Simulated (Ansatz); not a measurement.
**TaRu: a tetragonal deformation path**

The task, for TaRu: look for other minima along a tetragonal path.

Computed with Ansatz 0.2.0 (DFT r2SCAN, scalar-relativistic, plane waves, PAW, unless a step's input says otherwise).

**1. The starting structure**

It takes space group Pm-3m (No. 221, cubic). Conventional cell: a = 3.187 Å, b = 3.187 Å, c = 3.187 Å, α = 90.00°, β = 90.00°, γ = 90.00°. Around Ta (site symmetry m-3m) lie 8 Ru at 2.76 Å. Ru (site symmetry m-3m) is surrounded by 8 Ta at 2.76 Å.

As a file:

```
Ta Ru
1.0
     3.18700    0.00000    0.00000
     0.00000    3.18700    0.00000
     0.00000    0.00000    3.18700
Ta Ru
1 1
Direct
  0.50000 0.50000 0.50000
  0.00000 0.00000 0.00000
```

No relaxation comes first: the listed cell is the starting point.

**2. The scan: a tetragonal deformation path**

At fixed volume and fractional coordinates, lengths along (0.000, 0.000, 1.000) are scaled against those across it; ρ is that ratio over its starting value.

**3. ρ = 0.707**

Contents of input.yaml:

```yaml
crystal:
  lattice:
    - [3.5774666364, 0.0, 0.0]
    - [0.0, 3.5774666364, 0.0]
    - [0.0, 0.0, 2.529268912]
  atoms:
    - { symbol: Ta, position: [0.5, 0.5, 0.5] }
    - { symbol: Ru, position: [0.0, 0.0, 0.0] }
basis:
  ecutwfc: 500
kpoints:
  mp_grid: { grid: [16, 16, 16] }
hamiltonian:
  xc: r2scan
scf:
  occupations: { method: gaussian, width: 0.15 }
output:
  forces: true
  stress: true
  eigenvalues: true
```

Launch:

```sh
ansatz run input.yaml --threads 1 --pin off --max-ram 2560MiB --backend cpu --events-out ev --progress --plain --runs-dir out
```

**4. ρ = 1.414**

Edit input.yaml of step 3 so:

```diff
@@ -2,5 +2,5 @@
   lattice:
-    - [3.5774666364, 0.0, 0.0]
-    - [0.0, 3.5774666364, 0.0]
-    - [0.0, 0.0, 2.529268912]
+    - [2.839437151, 0.0, 0.0]
+    - [0.0, 2.839437151, 0.0]
+    - [0.0, 0.0, 4.0149641316]
   atoms:
```

**5. ρ = 0.850**

Edit input.yaml of step 4 so:

```diff
@@ -2,5 +2,5 @@
   lattice:
-    - [2.839437151, 0.0, 0.0]
-    - [0.0, 2.839437151, 0.0]
-    - [0.0, 0.0, 4.0149641316]
+    - [3.3644113408, 0.0, 0.0]
+    - [0.0, 3.3644113408, 0.0]
+    - [0.0, 0.0, 2.8597496397]
   atoms:
```

**6. At ρ = 1.200**

Edit input.yaml of step 5 so:

```diff
@@ -2,5 +2,5 @@
   lattice:
-    - [3.3644113408, 0.0, 0.0]
-    - [0.0, 3.3644113408, 0.0]
-    - [0.0, 0.0, 2.8597496397]
+    - [2.999081824, 0.0, 0.0]
+    - [0.0, 2.999081824, 0.0]
+    - [0.0, 0.0, 3.5988981889]
   atoms:
```

(Steps that only read results are left out.)

Before running it: what results should come out? Wanted: highest point.

**Answer**, as computed:

| quantity | value |
| --- | --- |
| highest point | 589.3 meV/atom at ρ = 0.707 |

The energy drops below the reference, by 3.9 meV/atom at ρ = 1.200; the cell was taken as given and not relaxed at this level. No further minimum shows among the sampled points. The runs treat Ta without spin-orbit coupling.
